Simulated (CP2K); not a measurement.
**CH3BBrFSi (SMILES FB1C[SiH]1Br) at 3 levels**

We compute a comparison of 3 runs (PM3, GFN0-xTB, GFN1-xTB) of CH3BBrFSi. 

The results are computed with CP2K 2026.2.

6 further runs of the same task are left out: 3 that didn't finish, 3 set aside as unsound or not needed.

**1. Starting point**

The species is CH3BBrFSi (8 atoms), meant as a singlet with charge 0. SMILES: `FB1C[SiH]1Br`. The shape is that of a PBE0-D4/def2-TZVP optimisation.

Bond lengths: F1–B2 1.310 Å, B2–C3 1.517 Å, B2–Si4 1.931 Å, C3–Si4 1.951 Å, Si4–Br5 2.215 Å, C3–H6 1.088 Å, C3–H7 1.097 Å, Si4–H8 1.479 Å. Some angles: F1–B2–C3 135.4°, F1–B2–Si4 146.2°, C3–B2–Si4 67.7°, B2–C3–Si4 66.3°, B2–Si4–C3 46.0°, B2–Si4–Br5 121.3°, C3–Si4–Br5 121.8°, B2–C3–H6 126.0°, B2–C3–H7 114.9°, Si4–C3–H6 136.7°.

**2. Energy and forces at PM3 (run 1)**

mol.inp

```
&global
    project_name mol
    run_type ENERGY_FORCE
    print_level MEDIUM
&end global
&force_eval
    method Quickstep
    &dft
        charge 0
        multiplicity 1
        ! Quickstep
        &qs
            method PM3
            eps_default 1.0E-10
            &se
                &coulomb
                    cutoff [angstrom] 50
                    rc_range [angstrom] 0
                &end coulomb
                &exchange
                    cutoff [angstrom] 50
                    rc_range [angstrom] 0
                &end exchange
            &end se
        &end qs
        &poisson
            periodic NONE
            poisson_solver ANALYTIC
        &end poisson
        &scf
            scf_guess ATOMIC
            eps_scf 1.0E-05
            max_scf 150
            added_mos 4
            &diagonalization
                algorithm STANDARD
            &end diagonalization
            &mixing
                method DIRECT_P_MIXING
                alpha 0.4
            &end mixing
        &end scf
        &print
            &moments
                periodic F
                reference COM
                max_moment 1
            &end moments
            &mo ON
                energies T
                occupation_numbers T
                ndigits 6
                &each
                    qs_scf 0
                &end each
                add_last NUMERIC
            &end mo
            &hirshfeld OFF
            &end hirshfeld
        &end print
    &end dft
    ! atoms, cell and kinds
    &subsys
        &cell
            abc [angstrom] 13.5 12.3 14.1
            periodic NONE
        &end cell
        &coord
            F     -1.060400    -0.958600     1.991100
            B     -0.368500    -0.705200     0.907500
            C      0.780600     0.219300     0.551200
            Si    -0.425600    -0.143400    -0.938900
            Br    -1.899300     1.353600    -1.640200
            H      1.098300     1.092200     1.118300
            H      1.630300    -0.268400     0.057200
            H      0.336800    -0.646700    -2.102000
        &end coord
        &topology
            &center_coordinates
            &end center_coordinates
        &end topology
    &end subsys
    ! extra output
    &print
        &forces ON
        &end forces
    &end print
&end force_eval
```

Run with:

```
$ OMP_NUM_THREADS=1 cp2k.psmp -i mol.inp -o mol.out
```

Standard output:

```text
CP2K| version string:                                       CP2K version 2026.2
[...]
 GLOBAL| Method name                                                        CP2K
[...]
 GLOBAL| Run type                                                   ENERGY_FORCE
[...]
                             - Atoms:                                          8
[...]
                             - Spherical basis functions:                     23
[...]
 Number of electrons:                                                         28
[...]
     1 P_Mix/Diag. 0.40E+00    0.0     0.70600287       -35.6996008534 -3.57E+01
[...]
    19 DIIS/Diag.  0.10E-05    0.0     0.00000973       -40.0595030203 -9.46E-10
  *** SCF run converged in    19 steps ***
  Core-core repulsion energy [eV]:                           1499.01671776909870
  Core Hamiltonian energy [eV]:                             -1827.27062911887379
  Two-electron integral energy [eV]:                        -1523.64120487592004
  Electronic energy [eV]:                                   -2589.09123155683392
  Total energy [eV]:                                        -1090.07451378773521
  Atomic reference energy [eV]:                              1087.15700061139319
  Heat of formation [kcal/mol]:                               -67.27945748376838
[...]
 SE_DIPOLE| Moment [Debye]         -2.72014300       1.86924695      -0.11748080
 SE_DIPOLE| Derivative [a.u.]       0.00000000       0.00000000       0.00000000
 ENERGY| Total FORCE_EVAL ( QS ) energy [hartree]            -40.059503020349055
 FORCES| Atomic forces [hartree/bohr]
 FORCES|   Atom     x               y               z               |f|
 FORCES|      1 -1.08142564E-03 -4.72048214E-03  1.12085419E-02   1.22099895E-02
 FORCES|      2 -1.02627953E-02  1.37574011E-03 -1.54957069E-02   1.86369140E-02
 FORCES|      3 -5.69505409E-03  3.87775725E-03 -3.90590224E-02   3.96620457E-02
 FORCES|      4  1.30630673E-02  1.29064504E-02  2.50129726E-02   3.10301303E-02
 FORCES|      5  3.10473012E-03 -4.53668409E-03  3.64791215E-03   6.59758400E-03
 FORCES|      6 -6.29411555E-03 -4.50217437E-03  5.31583464E-04   7.75680640E-03
 FORCES|      7  1.10408198E-02 -1.70047078E-03  1.44286507E-02   1.82476646E-02
 FORCES|      8 -3.87522658E-03 -2.70013634E-03 -2.74931478E-04   4.73114200E-03
 FORCES| Sum    -2.22044605E-16  1.80411242E-16 -9.02056208E-16
 FORCES| Total atomic force                                       9.46338958E-16
[...]
```

It took 0.26 s on 1 thread of Arm Neoverse V1, shared host.

**3. Energy and forces at GFN0-xTB (run 2)**

mol.inp

```
&GLOBAL
   PROJECT mol
   RUN_TYPE ENERGY_FORCE
   PRINT_LEVEL MEDIUM
&END GLOBAL
&FORCE_EVAL
   METHOD QUICKSTEP
   &DFT
      CHARGE 0
      MULTIPLICITY 1
      &QS
         METHOD XTB
         EPS_DEFAULT 1.0E-10
         &XTB
            GFN_TYPE 0
            CHECK_ATOMIC_CHARGES F
         &END XTB
      &END QS
      ! no periodic images
      &POISSON
         PERIODIC NONE
         POISSON_SOLVER ANALYTIC
      &END POISSON
      ! SCF settings
      &SCF
         SCF_GUESS ATOMIC
         EPS_SCF 1.0E-06
         MAX_SCF 150
         ADDED_MOS 2
         &DIAGONALIZATION
            ALGORITHM STANDARD
         &END DIAGONALIZATION
         &MIXING
            METHOD DIRECT_P_MIXING
            ALPHA 0.4
         &END MIXING
      &END SCF
      &PRINT
         &MOMENTS
            PERIODIC F
            REFERENCE COM
            MAX_MOMENT 1
         &END MOMENTS
         &MO ON
            ENERGIES T
            OCCUPATION_NUMBERS T
            NDIGITS 6
            &EACH
               QS_SCF 0
            &END EACH
            ADD_LAST NUMERIC
         &END MO
         &HIRSHFELD OFF
         &END HIRSHFELD
      &END PRINT
   &END DFT
   ! atoms, cell and kinds
   &SUBSYS
      &CELL
         ABC [angstrom] 15.5 14.3 16.1
         PERIODIC NONE
      &END CELL
      &COORD
         F     -1.060400    -0.958600     1.991100
         B     -0.368500    -0.705200     0.907500
         C      0.780600     0.219300     0.551200
         Si    -0.425600    -0.143400    -0.938900
         Br    -1.899300     1.353600    -1.640200
         H      1.098300     1.092200     1.118300
         H      1.630300    -0.268400     0.057200
         H      0.336800    -0.646700    -2.102000
      &END COORD
      &TOPOLOGY
         &CENTER_COORDINATES
         &END CENTER_COORDINATES
      &END TOPOLOGY
   &END SUBSYS
   ! extra output
   &PRINT
      &FORCES ON
      &END FORCES
   &END PRINT
&END FORCE_EVAL
```

Run with:

```
$ OMP_NUM_THREADS=1 cp2k.psmp -i mol.inp > mol.out 2>&1
```

Standard output:

```text
CP2K| version string:                                       CP2K version 2026.2
[...]
 GLOBAL| Method name                                                        CP2K
[...]
 GLOBAL| Run type                                                   ENERGY_FORCE
[...]
                             - Atoms:                                          8
[...]
                             - Spherical basis functions:                     36
[...]
 Number of electrons:                                                         28
[...]
 TB_DIPOLE| Moment [Debye]         -0.78660830      -2.94236812       0.43545555
 TB_DIPOLE| Derivative [a.u.]       0.00000000       0.00000000       0.00000000
[...]
 ENERGY| Total FORCE_EVAL ( QS ) energy [hartree]            -14.389270233291636
 FORCES| Atomic forces [hartree/bohr]
 FORCES|   Atom     x               y               z               |f|
 FORCES|      1 -1.30485880E-02 -3.38726350E-03  2.44000298E-02   2.78765251E-02
 FORCES|      2 -1.11172159E-03 -1.08377392E-02 -2.69756874E-02   2.90926146E-02
 FORCES|      3  2.11942351E-02  1.55382479E-02 -8.05493607E-03   2.74866285E-02
 FORCES|      4  1.38848322E-03 -7.57552928E-03 -1.07602940E-02   1.32325529E-02
 FORCES|      5  1.69732504E-04  9.48022361E-04  3.58049991E-04   1.02749955E-03
 FORCES|      6  1.00381688E-04 -1.87278249E-03 -1.32081246E-03   2.29389108E-03
 FORCES|      7 -1.20234116E-03  1.34916286E-03  8.61342900E-03   8.80096721E-03
 FORCES|      8 -7.49018176E-03  5.83788134E-03  1.37402211E-02   1.67026153E-02
 FORCES| Sum    -1.55257751E-16 -1.04083409E-17  1.90819582E-16
 FORCES| Total atomic force                                       2.46222290E-16
[...]
```

Wall time 0.24 s (1 thread of Arm Neoverse V1, shared host).

**4. Energy and forces at GFN1-xTB (run 3)**

gas.inp

```
&FORCE_EVAL
  METHOD QS
  &DFT
    CHARGE 0
    MULTIPLICITY 1
    &QS
      METHOD XTB
      EPS_DEFAULT 1.0E-10
      &XTB
        GFN_TYPE 1
        CHECK_ATOMIC_CHARGES F
      &END XTB
    &END QS
    &POISSON
      PERIODIC NONE
      POISSON_SOLVER ANALYTIC
    &END POISSON
    &SCF
      SCF_GUESS ATOMIC
      EPS_SCF 1.0E-07
      MAX_SCF 80
      ADDED_MOS 2
      &DIAGONALIZATION
        ALGORITHM STANDARD
      &END DIAGONALIZATION
      &MIXING
        METHOD DIRECT_P_MIXING
        ALPHA 0.4
      &END MIXING
      &SMEAR ON
        METHOD FERMI_DIRAC
        ELECTRONIC_TEMPERATURE [K] 300
      &END SMEAR
    &END SCF
    &PRINT
      &MOMENTS
        PERIODIC F
        REFERENCE COM
        MAX_MOMENT 1
      &END MOMENTS
      &MO ON
        ENERGIES T
        OCCUPATION_NUMBERS T
        NDIGITS 6
        &EACH
          QS_SCF 0
        &END EACH
        ADD_LAST NUMERIC
      &END MO
      &HIRSHFELD OFF
      &END HIRSHFELD
    &END PRINT
  &END DFT
  &SUBSYS
    &CELL
      ABC [angstrom] 11.5 10.3 12.1
      PERIODIC NONE
    &END CELL
    &COORD
      UNIT bohr
      F     -2.0038656    -1.8114915     3.7626337
      B     -0.6963641    -1.3326349     1.7149265
      C      1.4751202     0.4144169     1.0416170
      Si    -0.8042674    -0.2709867    -1.7742639
      Br    -3.5891568     2.5579333    -3.0995288
      H      2.0754862     2.0639589     2.1132807
      H      3.0808205    -0.5072025     0.1080923
      H      0.6364598    -1.2220859    -3.9722043
    &END COORD
    &TOPOLOGY
      &CENTER_COORDINATES
      &END CENTER_COORDINATES
    &END TOPOLOGY
  &END SUBSYS
  &PRINT
    &FORCES ON
    &END FORCES
  &END PRINT
&END FORCE_EVAL

&GLOBAL
  PROJECT_NAME gas
  RUN_TYPE ENERGY_FORCE
  PRINT_LEVEL MEDIUM
&END GLOBAL
```

Run with:

```
$ OMP_NUM_THREADS=1 cp2k.psmp -i gas.inp > gas.out 2>&1
```

Standard output:

```text
CP2K| version string:                                       CP2K version 2026.2
[...]
 GLOBAL| Method name                                                        CP2K
[...]
 GLOBAL| Run type                                                   ENERGY_FORCE
[...]
                             - Atoms:                                          8
[...]
                             - Spherical basis functions:                     36
[...]
 Number of electrons:                                                         28
[...]
     1 P_Mix/Diag. 0.40E+00    0.0     0.29252546       -15.9947739356 -1.60E+01
[...]
    15 DIIS/Diag.  0.68E-07    0.0     0.00000006       -16.0391869015 -1.42E-14
  *** SCF run converged in    15 steps ***
[...]
  Fermi energy:                                                -0.29725358719281
[...]
 TB_DIPOLE| Moment [Debye]          0.68078897      -0.29658343      -1.49979200
 TB_DIPOLE| Derivative [a.u.]       0.00000000       0.00000000       0.00000000
[...]
 ENERGY| Total FORCE_EVAL ( QS ) energy [hartree]            -16.039186901466529
 FORCES| Atomic forces [hartree/bohr]
 FORCES|   Atom     x               y               z               |f|
 FORCES|      1 -1.13061627E-02  1.69594238E-03  2.38476590E-02   2.64464814E-02
 FORCES|      2 -2.50027991E-03 -2.01317092E-02 -2.90534550E-02   3.54350161E-02
 FORCES|      3  1.65413497E-02  2.87965375E-02 -3.28108261E-03   3.33709803E-02
 FORCES|      4 -3.90423830E-04 -1.50967892E-02 -8.52660576E-03   1.73426780E-02
 FORCES|      5 -5.92368999E-03  6.06830642E-03 -3.36728838E-03   9.12431241E-03
 FORCES|      6  6.59312417E-03 -4.67262053E-03  4.93393758E-03   9.46817876E-03
 FORCES|      7  2.43916518E-03 -5.04173757E-04  7.64723776E-03   8.04263410E-03
 FORCES|      8 -5.45308259E-03  3.84450639E-03  7.79959739E-03   1.02640177E-02
 FORCES| Sum     1.10154941E-16  2.00360561E-16  1.83013327E-16
 FORCES| Total atomic force                                       2.92869157E-16
[...]
```

It took 0.34 s on 1 thread of Arm Neoverse V1, shared host.

**5. The series**

```
run     level  SCF convergence threshold                cell  energy (Eh)  dipole moment (D)  HOMO energy (eV)  LUMO energy (eV)  wall time
  1       PM3                      1e-05  (13.5, 12.3, 14.1)   -40.059503               3.30             -9.34             -1.79     0.26 s
  2  GFN0-xTB                      1e-06  (15.5, 14.3, 16.1)   -14.389270               3.08             -9.62             -7.30     0.24 s
  3  GFN1-xTB                      1e-07  (11.5, 10.3, 12.1)   -16.039187               1.67            -10.19             -7.19     0.34 s
```

**6. Summary of results**

```
                                        quantity         value
                             run 3: total energy  -16.03919 Eh
run 3: dipole moment (from atomic charges alone)        1.67 D
                              run 3: HOMO energy     -10.19 eV
                              run 3: LUMO energy      -7.19 eV
                            run 3: HOMO–LUMO gap       3.00 eV
                        run 3: dispersion energy  -7.48 kJ/mol
                 run 3: largest force on an atom    1.822 eV/Å
```

What this shows: The dipole moment (its size) runs from 1.67 D (GFN1-xTB) to 3.30 D (PM3). Some of these are taken from atomic charges alone. The HOMO–LUMO gap runs from 2.32 eV (GFN0-xTB) to 7.54 eV (PM3). Force-field and semi-empirical energies have zeros of their own, so their totals don't compare. All runs together took 0.84 s, the longest 0.34 s.
